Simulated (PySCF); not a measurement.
# C2H5ClO2Si: the cost of one run

Computed with PySCF 2.14.0 and routines of our own; the level stands in each step. Atoms count from 0.

## 1. The system as given

11 atoms, charge 0, multiplicity 1; geometry from: GFN2-xTB.

## 2. Optimising the geometry at PBE0-D3(BJ)/def2-SVP

The job: settings as JSON, then the geometry in Å.

```
{"job": {"xc": "PBE0", "basis": "def2-SVP", "d3": "d3bj", "grid": 1, "kind": "geom"}, "charge": 0, "multiplicity": 1}
C     -1.443807    -0.344109     0.550371
Si    -0.328524     0.764517    -0.503984
Cl    -0.588226     2.706108    -0.105169
O      1.276562     0.582942    -0.054832
C      1.965827    -0.533143    -0.092626
O      1.553773    -1.594398    -0.447727
H     -2.493117    -0.196731     0.313230
H     -1.316753    -0.141225     1.612899
H     -1.209572    -1.392328     0.384751
H     -0.410862     0.511160    -1.934930
H      3.000121    -0.360123     0.252053
```

Command:

```bash
OMP_NUM_THREADS=1 python excited_run.py task.json out
```

One launch serves the whole session: the jobs run in the order shown.

**Question.** How long does this run take on 1 thread of Intel Xeon Platinum 8488C, shared host?

About 38 s.
